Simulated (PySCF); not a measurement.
# FB2OSiH3 in PySCF: settings compared

One molecule, FB2OSiH3, is run at these levels: HF, PBE; tasks: MP2 correlation energy, RPA correlation energy.

Program: PySCF 2.14.0. These are calculated values, not measurements. Logs are shortened: lines on timing, memory, paths and dates and some standing lists are left out, and cuts for length are marked.

## (1) The cell of the first run

The cell holds a molecule in a box, 8 atoms: a = 13.000 Å, b = 13.000 Å, c = 13.000 Å, α = 90.00°, β = 90.00°, γ = 90.00°.

## (2) MP2 correlation energy, HF (atoms moved at random, drawn with an rms of 0.05 Å)

Contents of run.py:

```python
import json
import numpy as np
from pyscf.pbc import gto, scf, dft, df

cell = gto.Cell()
cell.basis = '6-31g*'
cell.fromfile('SiB2H3OF.xyz')
cell.exp_to_discard = 0
cell.precision = 1e-08
cell.max_memory = 2520  # MB
cell.verbose = 4
cell.build()

res = {}
kpts = cell.make_kpts([1, 1, 1])
mf = scf.KRHF(cell, kpts, exxdiv='ewald')
mf = mf.density_fit()
mf.with_df._cderi = 'cderi.h5'  # three-centre integrals saved by an earlier run on this cell, basis and mesh
mf.conv_tol = 1e-08
mf.max_cycle = 60

mf.kernel()
res.update(converged=bool(mf.converged), e_tot=mf.e_tot, nelec=cell.nelectron, nao=cell.nao, mesh=list(map(int, cell.mesh)), a=cell.lattice_vectors().tolist(), coords=cell.atom_coords().tolist(),
           mo_energy=[np.real(x).tolist() for x in mf.mo_energy], mo_occ=[np.real(x).tolist() for x in mf.mo_occ])
import h5py
print('fit functions by k pair:', sorted({v['0'].shape[0] for v in h5py.File(mf.with_df._cderi)['j3c'].values()}))
res.update(kpts=cell.get_scaled_kpts(kpts).tolist())
res['parts'] = {k: float(np.real(v)) for k, v in mf.scf_summary.items() if np.isscalar(v)}
json.dump(res, open('results.json', 'w'))
if not mf.converged:
    raise SystemExit('SCF not converged')

print('levels (eV)')
for i, kp in enumerate(res['kpts'][:40]):
    print('k %7.4f %7.4f %7.4f  ' % tuple(kp), ' '.join('%.3f' % (x * 27.211386) for x in res['mo_energy'][i][:27]))

# Mulliken populations
dm, s = np.asarray(mf.make_rdm1()), np.asarray(mf.get_ovlp())
sites = cell.aoslice_by_atom()[:, 2:]
tot = np.einsum('kij,kji->i', dm, s).real / len(kpts)
res['mulliken'] = [cell.atom_charge(i) - tot[a0:a1].sum() for i, (a0, a1) in enumerate(sites)]
print('Mulliken charges', np.round(res['mulliken'], 5))

from pyscf.pbc import mp
pt = mp.KMP2(mf, frozen=9)
pt.kernel(with_t2=False)
res.update(e_corr=pt.e_corr, e_ss=getattr(pt, 'e_corr_ss', None), e_os=getattr(pt, 'e_corr_os', None))
res['done'] = True
json.dump(res, open('results.json', 'w'))
```

Contents of SiB2H3OF.xyz:

```xyz
8
Lattice="13.0000000000 0.0000000000 0.0000000000 0.0000000000 13.0000000000 0.0000000000 0.0000000000 0.0000000000 13.0000000000" Properties=species:S:1:pos:R:3 pbc="T T T"
F      5.9435870000      5.5803410000      8.5250750000
B      6.3357450000      6.0919300000      7.3744060000
B      7.4306310000      7.3774740000      6.8288480000
O      7.2210450000      7.2083830000      5.4558400000
Si     6.0835320000      5.9352670000      5.3961310000
H      8.2226170000      8.1829020000      7.2430410000
H      4.7797100000      6.4218700000      4.6629700000
H      6.6493050000      4.8832680000      4.5426030000
```

Potentials or basis: 6-31g* (all-electron).

Run with:

```bash
> OMP_NUM_THREADS=2 python -u run.py > log
```

Standard output:

```text
Discarded 0 diffused primitive functions, 0 contracted functions

******** <class 'pyscf.pbc.scf.khf.KRHF'> ********
method = KRHF
initial guess = minao
damping factor = 0
level_shift factor = 0
DIIS = <class 'pyscf.scf.diis.CDIIS'>
diis_start_cycle = 1
diis_space = 8
diis_damp = 0
SCF conv_tol = 1e-08
SCF conv_tol_grad = None
SCF max_cycles = 60
direct_scf = True
direct_scf_tol = 1e-13

******** PBC SCF flags ********
N kpts = 1
Exchange divergence treatment (exxdiv) = ewald
    madelung (= occupied orbital energy shift) = 0.11549485898014883
    Total energy shift due to Ewald probe charge = -1/2 * Nelec*madelung = -2.54088689756
DF object = <pyscf.pbc.df.df.GDF object>
Set gradient conv threshold to 0.0001

******** <class 'pyscf.pbc.df.rsdf_builder._RSNucBuilder'> ********
mesh = [47 47 47] (103823 PWs)
ke_cutoff = 17.302185920816544
omega = 0.5229654415994075
exclude_d_aux = False
exclude_dd_block = True
j2c_eig_always = False
has_long_range = True
init E= -515.119843532761
  HOMO = -0.171542280852  LUMO = -0.0315422230405  gap/eV = 3.80960
cycle= 1 E= -514.268569916569  delta_E= 0.851  |g|= 0.704  |ddm|= 2.51
  HOMO = -0.38828146702  LUMO = 0.0106679713303  gap/eV = 10.85597
cycle= 2 E= -514.355861912619  delta_E= -0.0873  |g|= 0.468  |ddm|= 0.857
  HOMO = -0.35717247283  LUMO = 0.0428296352317  gap/eV = 10.88461
cycle= 3 E= -514.397735016197  delta_E= -0.0419  |g|= 0.0693  |ddm|= 0.337
  HOMO = -0.350817551221  LUMO = 0.0583254721831  gap/eV = 11.13335
cycle= 4 E= -514.399840196208  delta_E= -0.00211  |g|= 0.0206  |ddm|= 0.123
  HOMO = -0.355582090167  LUMO = 0.0550647166305  gap/eV = 11.17427
cycle= 5 E= -514.400003306813  delta_E= -0.000163  |g|= 0.00669  |ddm|= 0.0356
  HOMO = -0.356620156155  LUMO = 0.0546413933296  gap/eV = 11.19100
cycle= 6 E= -514.400022644697  delta_E= -1.93e-05  |g|= 0.00208  |ddm|= 0.0128
  HOMO = -0.356446828309  LUMO = 0.0550162666828  gap/eV = 11.19648
cycle= 7 E= -514.400025624956  delta_E= -2.98e-06  |g|= 0.000491  |ddm|= 0.00605
  HOMO = -0.356449990832  LUMO = 0.0550625926988  gap/eV = 11.19783
cycle= 8 E= -514.400025841207  delta_E= -2.16e-07  |g|= 0.000135  |ddm|= 0.00153
  HOMO = -0.356441990095  LUMO = 0.0550699740448  gap/eV = 11.19781
cycle= 9 E= -514.400025861891  delta_E= -2.07e-08  |g|= 3.86e-05  |ddm|= 0.000447
  HOMO = -0.356441503818  LUMO = 0.0550682698897  gap/eV = 11.19775
cycle= 10 E= -514.400025864187  delta_E= -2.3e-09  |g|= 1.73e-05  |ddm|= 0.000114
  HOMO = -0.356441519002  LUMO = 0.05506863431  gap/eV = 11.19776
Extra cycle  E= -514.400025864621  delta_E= -4.34e-10  |g|= 1.12e-05  |ddm|= 3.48e-05
converged SCF energy = -514.400025864621
fit functions by k pair: [461]
levels (eV)
k  0.0000  0.0000  0.0000   -1871.543 -715.955 -559.513 -208.433 -207.279 -167.010 -115.476 -115.445 -115.432 -43.995 -36.309 -21.438 -20.011 -19.277 -18.700 -18.277 -16.026 -14.824 -14.567 -12.693 -12.167 -9.699 1.498 3.442 4.921 5.178 7.416
Mulliken charges [-0.35666  0.28378  0.37073 -0.72813  0.75802 -0.0323  -0.15814 -0.13731]

******** <class 'pyscf.pbc.mp.kmp2.KMP2'> ********
nkpts = 1
nocc = 13
nmo = 71
with_df_ints = True
frozen orbitals = 9
E(KMP2) = -514.965656985052  E_corr = -0.565631120430789
E(SCS-KMP2) = -514.953332913629  E_corr = -0.553307049007952
E_corr(same-spin) = -0.144750340971917
E_corr(oppo-spin) = -0.420880779458872
```

Run time: 11 s. Hardware: 2 threads of Intel Xeon at 2.70GHz, shared host; peak memory 1.9 GiB.

What came out:

| Item | Value |
| --- | --- |
| Free energy | -13997.5378 eV |
| Gap between the frontier levels | 11.20 eV |
| Mulliken charges | F -0.36; B +0.28, +0.37; O -0.73; Si +0.76; H -0.03, -0.16, -0.14 e |
| MP2 correlation energy per cell | -15.392 eV |

Levels at points of the mesh, in eV from the valence-band top:
| k point | band 20 | band 21 | band 22 | band 23 | band 24 | band 25 |
| --- | --- | --- | --- | --- | --- | --- |
| (0.00, 0.00, 0.00) | -2.99 | -2.47 | 0.00 | 11.20 | 13.14 | 14.62 |

Caveat: the basis is small and the box finite, so much correlation energy is missing and levels can be off by tenths of an eV; Mulliken charges move with the basis; this is a molecule in a periodic box at the Γ point, so its band gap is the HOMO-LUMO gap; total energy, band gap and charges are those of the mean-field reference; the basis of atomic orbitals isn't converged, which shifts pressures, moduli and gaps.

## (3) RPA correlation energy, PBE (atoms moved at random, drawn with an rms of 0.05 Å)

run.py: that of step 2 with these lines changed.

```diff
@@ -15,3 +15,3 @@
 kpts = cell.make_kpts([1, 1, 1])
-mf = scf.KRHF(cell, kpts, exxdiv='ewald')
+mf = dft.KRKS(cell, kpts, xc='pbe')
 mf = mf.density_fit()
@@ -43,6 +43,9 @@
 
-from pyscf.pbc import mp
-pt = mp.KMP2(mf, frozen=9)
-pt.kernel(with_t2=False)
-res.update(e_corr=pt.e_corr, e_ss=getattr(pt, 'e_corr_ss', None), e_os=getattr(pt, 'e_corr_os', None))
+from pyscf.pbc.gw.krpa import KRPA
+rpa = KRPA(mf, frozen=9)
+rpa.kernel()
+res.update(e_corr=rpa.e_corr, e_hf=rpa.e_hf, e_rpa=rpa.e_tot)
+rpa.fc = True  # again, with the correction for q -> 0
+rpa.kernel()
+res['e_corr_fc'] = rpa.e_corr
 res['done'] = True
```

SiB2H3OF.xyz is that of step 2.

Potentials or basis: 6-31g* (all-electron).

Run with:

```bash
> OMP_NUM_THREADS=2 python -u run.py > log
```

Standard output:

```text
Discarded 0 diffused primitive functions, 0 contracted functions

******** <class 'pyscf.pbc.dft.krks.KRKS'> ********
method = KRKS
initial guess = minao
damping factor = 0
level_shift factor = 0
DIIS = <class 'pyscf.scf.diis.CDIIS'>
diis_start_cycle = 1
diis_space = 8
diis_damp = 0
SCF conv_tol = 1e-08
SCF conv_tol_grad = None
SCF max_cycles = 60
direct_scf = True
direct_scf_tol = 1e-13

******** PBC SCF flags ********
N kpts = 1
Exchange divergence treatment (exxdiv) = ewald
    madelung (= occupied orbital energy shift) = 0.11549485898014883
    Total energy shift due to Ewald probe charge = -1/2 * Nelec*madelung = -2.54088689756
DF object = <pyscf.pbc.df.df.GDF object>
XC functionals = pbe
small_rho_cutoff = 0
radial grids:
    Treutler-Ahlrichs [JCP 102, 346 (1995); DOI:10.1063/1.469408] (M4) radial grids

becke partition: Becke, JCP 88, 2547 (1988); DOI:10.1063/1.454033
pruning grids: <function nwchem_prune>
grids dens level: 3
symmetrized grids: False
atomic radii adjust function: <function treutler_atomic_radii_adjust>
Set gradient conv threshold to 0.0001

******** <class 'pyscf.pbc.df.rsdf_builder._RSNucBuilder'> ********
mesh = [47 47 47] (103823 PWs)
ke_cutoff = 17.302185920816544
omega = 0.5229654415994075
exclude_d_aux = False
exclude_dd_block = True
j2c_eig_always = False
has_long_range = True
tot grids = 105040
cell vol = 14826.0909  sum(weights) = 14815.8735
nelec by numeric integration = 44.00000183726292
init E= -516.217319102843
  HOMO = -0.246406731071  LUMO = -0.156069106345  gap/eV = 2.45821
nelec by numeric integration = 44.000001221907326
cycle= 1 E= -515.555459956153  delta_E= 0.662  |g|= 0.818  |ddm|= 2.75
  HOMO = -0.0979748136394  LUMO = -0.0507950931092  gap/eV = 1.28383
nelec by numeric integration = 43.999997503298616
cycle= 2 E= -514.461320110417  delta_E= 1.09  |g|=  2.3  |ddm|= 2.57
  HOMO = -0.176630017504  LUMO = -0.0985698556841  gap/eV = 2.12413
nelec by numeric integration = 44.0000010462649
cycle= 3 E= -515.659112523132  delta_E= -1.2  |g|= 0.333  |ddm|= 2.13
  HOMO = -0.198754591844  LUMO = -0.116060675589  gap/eV = 2.25022
nelec by numeric integration = 44.00000086841289
cycle= 4 E= -515.680367273899  delta_E= -0.0213  |g|= 0.171  |ddm|= 0.457
  HOMO = -0.204646395768  LUMO = -0.121310839058  gap/eV = 2.26768
nelec by numeric integration = 44.00000089956086
cycle= 5 E= -515.684883378011  delta_E= -0.00452  |g|= 0.0497  |ddm|= 0.14
  HOMO = -0.199193521295  LUMO = -0.115415246329  gap/eV = 2.27972
nelec by numeric integration = 44.000000821435606
cycle= 6 E= -515.685552539695  delta_E= -0.000669  |g|= 0.0112  |ddm|= 0.0699
  HOMO = -0.199298164449  LUMO = -0.116095936933  gap/eV = 2.26405
nelec by numeric integration = 44.00000085874538
cycle= 7 E= -515.685595272802  delta_E= -4.27e-05  |g|= 0.0018  |ddm|= 0.0193
  HOMO = -0.199290539449  LUMO = -0.116109088322  gap/eV = 2.26348
nelec by numeric integration = 44.00000085915954
cycle= 8 E= -515.685596082723  delta_E= -8.1e-07  |g|= 0.000538  |ddm|= 0.0024
  HOMO = -0.199285541214  LUMO = -0.116089634383  gap/eV = 2.26388
nelec by numeric integration = 44.00000085856691
cycle= 9 E= -515.685596174492  delta_E= -9.18e-08  |g|= 0.000101  |ddm|= 0.000819
  HOMO = -0.199292732342  LUMO = -0.116098205629  gap/eV = 2.26384
nelec by numeric integration = 44.00000085884336
cycle= 10 E= -515.685596177429  delta_E= -2.94e-09  |g|= 2.68e-05  |ddm|= 0.000208
  HOMO = -0.199286704403  LUMO = -0.116092587081  gap/eV = 2.26383
nelec by numeric integration = 44.00000085873137
Extra cycle  E= -515.685596177395  delta_E= 3.39e-11  |g|= 3.36e-05  |ddm|= 0.000105
converged SCF energy = -515.685596177395
fit functions by k pair: [461]
levels (eV)
k  0.0000  0.0000  0.0000   -1779.968 -661.075 -511.102 -178.500 -177.430 -137.661 -94.484 -94.391 -94.360 -30.405 -24.934 -13.713 -13.163 -12.235 -10.967 -10.817 -10.244 -9.433 -8.985 -7.486 -7.203 -5.423 -3.159 -0.547 -0.125 1.586 2.273
Mulliken charges [-0.15901  0.18022  0.17213 -0.41178  0.32677 -0.00864 -0.06249 -0.0372 ]

******** <class 'pyscf.pbc.gw.krpa.KRPA'> ********
method = KRPA
RPA nocc = 13, nvir = 58, nkpts = 1
frozen orbitals = 9
grid type = legendre
outcore mode = False
RPA finite size corrections = False
ACFD exchange energy = False

******** <class 'pyscf.pbc.gw.krpa.KRPA'> ********
method = KRPA
RPA nocc = 13, nvir = 58, nkpts = 1
frozen orbitals = 9
grid type = legendre
outcore mode = False
RPA finite size corrections = True
ACFD exchange energy = False
```

Wall time 64 s (2 threads of Intel Xeon at 2.70GHz, shared host); peak memory 1.9 GiB.

Results:

```
Free energy                                       : -14032.5199 eV
Gap between the frontier levels, mean-field level : 2.26 eV
Mulliken charges                                  : F -0.16; B +0.18, +0.17; O -0.41; Si +0.33; H -0.01, -0.06, -0.04 e
RPA correlation energy                            : -3.100 eV/atom
RPA correlation energy per cell                   : -24.799 eV
```

Levels at points of the mesh, in eV from the valence-band top:
```csv
k point,band 19,band 20,band 21,band 22,band 23,band 24,band 25,band 26
"(0.00, 0.00, 0.00)",-3.56,-2.06,-1.78,0.00,2.26,4.88,5.30,7.01
```

Caveat: the basis is small and the box finite, so much correlation energy is missing and levels can be off by tenths of an eV; Mulliken charges move with the basis; this is a molecule in a periodic box at the Γ point, so its band gap is the HOMO-LUMO gap; total energy, band gap and charges are those of the mean-field reference; the basis of atomic orbitals isn't converged, which shifts pressures, moduli and gaps.
